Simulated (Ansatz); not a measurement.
# Mg12B: the cost of one run

Method: DFT PBEsol, plane waves, PAW, scalar-relativistic, no spin polarisation, in Ansatz 0.2.0.

## Step 1: Starting point

The cell holds 13 atoms (BMg12): a = 6.420 Å, b = 9.630 Å, c = 5.213 Å, α = 90.00°, β = 90.00°, γ = 120.00°.

Structure file:

```
Mg B
1.0
     6.42000    0.00000    0.00000
    -4.81500    8.33982    0.00000
     0.00000    0.00000    5.21304
Mg B
12 1
Direct
  0.00000 0.00000 0.00000
  0.16667 0.22222 0.50000
  0.00000 0.33333 0.00000
  0.16667 0.55556 0.50000
  0.00000 0.66667 0.00000
  0.16667 0.88889 0.50000
  0.50000 0.00000 0.00000
  0.66667 0.22222 0.50000
  0.50000 0.33333 0.00000
  0.66667 0.55556 0.50000
  0.50000 0.66667 0.00000
  0.66667 0.88889 0.50000
  0.82566 0.77625 0.74705
```

## Step 2: Preparing the start

The input, input.yaml:

```yaml
accuracy: low
crystal:
  lattice:
    - [6.42, 0.0, 0.0]
    - [-4.815, 8.339825, 0.0]
    - [0.0, 0.0, 5.21304]
  atoms:
    - { symbol: Mg, position: [0.0, 0.0, 0.0] }
    - { symbol: Mg, position: [0.1666667, 0.2222222, 0.5] }
    - { symbol: Mg, position: [0.0, 0.3333333, 0.0] }
    - { symbol: Mg, position: [0.1666667, 0.5555556, 0.5] }
    - { symbol: Mg, position: [0.0, 0.6666667, 0.0] }
    - { symbol: Mg, position: [0.1666667, 0.8888889, 0.5] }
    - { symbol: Mg, position: [0.5, 0.0, 0.0] }
    - { symbol: Mg, position: [0.6666667, 0.2222222, 0.5] }
    - { symbol: Mg, position: [0.5, 0.3333333, 0.0] }
    - { symbol: Mg, position: [0.6666667, 0.5555556, 0.5] }
    - { symbol: Mg, position: [0.5, 0.6666667, 0.0] }
    - { symbol: Mg, position: [0.6666667, 0.8888889, 0.5] }
    - { symbol: B, position: [0.825657, 0.7762507, 0.7470542] }
basis:
  ecutwfc: 420.0
kpoints:
  mp_grid: { grid: [2, 2, 2] }
hamiltonian:
  xc: pbesol
scf:
  occupations: { method: fermi_dirac, width: 0.05 }
  lower_state_search: "off"
relax:
  f_tol: 0.08
  max_steps: 25
  adjacent_minimum: "off"
output:
  write_density: true
  write_potential: true
  elf: true
  volumetric_format: npy
```

Launch:

```console
$ ansatz run input.yaml --threads 1 --pin off --max-ram 3072MiB --backend cpu --events-out ev --progress --plain --runs-dir out
```

Q: Estimate wall time and peak memory on 1 thread of AMD EPYC 9R45 (Zen 5), shared host.

About 7.5 s, with a peak of 0.59 GiB.
